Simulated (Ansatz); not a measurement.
# C₂H₉AlSi₂: one species, many methods

How much do the methods differ for C₂H₉AlSi₂? The plan is to run it at one geometry with functionals of several rungs and with coupled cluster, and see how far each lands from CCSD(T) at the basis-set limit for the atomisation energy.

Program: Ansatz 0.2.0, Gaussian basis. Level of theory: functionals in def2-TZVPP, the program's frozen cores in correlated methods. These are calculated values, not measurements.

Plan: PBE-D4, r2SCAN-D4, PBE0-D4, B3LYP-D4, ωB97X-V, ωB97M-V, B2PLYP; CCSD(T)/def2-TZVPP; MP2/def2-QZVPP; extrapolation to the limit.

## Step 1: Structure used throughout

The geometry comes from an earlier relaxation with PBE0-D4 in a triple-zeta def2 set; it is a stationary point, not always the lowest conformer.

SMILES `CC[SiH]1[AlH][SiH2]1`, 14 atoms, charge 0, spin multiplicity 1.

Atoms are counted from 1 here; the program's logs count them from 0.

Bond lengths: C1–C2 1.525 Å, C1–H6 1.093 Å, C1–H7 1.093 Å, C1–H8 1.093 Å, C2–Si3 1.886 Å, C2–H9 1.095 Å, C2–H10 1.094 Å, Si3–Al4 2.397 Å, Si3–Si5 2.327 Å, Si3–H11 1.508 Å, Al4–Si5 2.418 Å, Al4–H12 1.588 Å, Si5–H13 1.491 Å, Si5–H14 1.499 Å. Angles: C2–C1–H6 111.3°, C2–C1–H7 111.4°, C2–C1–H8 111.3°, H6–C1–H7 107.6°, H6–C1–H8 107.7°, H7–C1–H8 107.4°, C1–C2–Si3 113.3°, C1–C2–H9 110.8°, C1–C2–H10 110.9°, Si3–C2–H9 107.4°, Si3–C2–H10 107.6°, H9–C2–H10 106.4°, C2–Si3–Al4 145.2°, C2–Si3–Si5 132.3°, C2–Si3–H11 110.9°, Al4–Si3–Si5 61.5°, Al4–Si3–H11 92.8°, Si5–Si3–H11 101.7° and more.

## Step 2: PBE-D4 (GGA)

Input file in.yaml:

```yaml
crystal:
  periodic: [false, false, false]
  atoms:
    - {symbol: C, position_ang: [0.326283, 1.399806, 1.946133]}
    - {symbol: C, position_ang: [0.625331, 1.217975, 0.462135]}
    - {symbol: Si, position_ang: [0.124611, -0.476585, -0.198273]}
    - {symbol: Al, position_ang: [-1.717206, -1.913988, -0.734294]}
    - {symbol: Si, position_ang: [-0.020276, -1.335477, -2.356511]}
    - {symbol: H, position_ang: [0.632690, 2.389958, 2.294318]}
    - {symbol: H, position_ang: [0.853437, 0.659236, 2.552600]}
    - {symbol: H, position_ang: [-0.741101, 1.290276, 2.153003]}
    - {symbol: H, position_ang: [1.694335, 1.345644, 0.261524]}
    - {symbol: H, position_ang: [0.105994, 1.972938, -0.135703]}
    - {symbol: H, position_ang: [0.867815, -1.574613, 0.519729]}
    - {symbol: H, position_ang: [-3.032999, -2.720636, -0.360568]}
    - {symbol: H, position_ang: [1.058902, -1.934747, -3.193462]}
    - {symbol: H, position_ang: [-0.790713, -0.348987, -3.181830]}
basis:
  gaussian: {orbitals: def2-TZVPP}
hamiltonian: {xc: pbe, dispersion: d4}
output: {forces: true, orbitals: {seedname: orbitals}}
```

Command:

```
ansatz run in.yaml --threads 4 --pin off --events-out ev --progress --plain --max-ram 10444MiB
```

The runs that follow: r2SCAN-D4 (meta-GGA); PBE0-D4 (hybrid); B3LYP-D4 (hybrid); ωB97X-V (range-separated); ωB97M-V (range-separated); B2PLYP (double hybrid); CCSD(T) in def2-TZVPP; MP2 in def2-QZVPP.

Q: Predict the results of all the runs planned. Wanted: atomisation energy, CCSD(T)/CBS; farthest; mean size of error, hybrid; mean size of error, range-separated; gap, smallest and largest; T1 diagnostic; triples share of the correlation energy.

As calculated:

```
                               quantity                                value
        atomisation energy, CCSD(T)/CBS                            47.122 eV
    functionals within 0.236 eV (0.5 %)           PBE0-D4, B3LYP-D4, ωB97M-V
                               farthest                   B2PLYP (-0.762 eV)
             mean size of error, hybrid                             0.111 eV
    mean size of error, range-separated                             0.149 eV
              gap, smallest and largest  2.30 eV (PBE-D4), 7.95 eV (ωB97X-V)
                          T1 diagnostic                               0.0134
triples share of the correlation energy                                4.1 %
```

PBE-D4 is off by +0.363 eV. Double hybrids carry the basis error of their MP2 part in triple zeta, and no dispersion term here, so their miss is partly the set-up's. Misses under about 0.236 eV are within the doubt on the reference itself, which lacks core-valence correlation, relativity and higher excitations. Hartree-Fock recovers 75 % of the binding; the rest is correlation. Orbital gaps span 2.3 to 7.9 eV; exact exchange widens them.
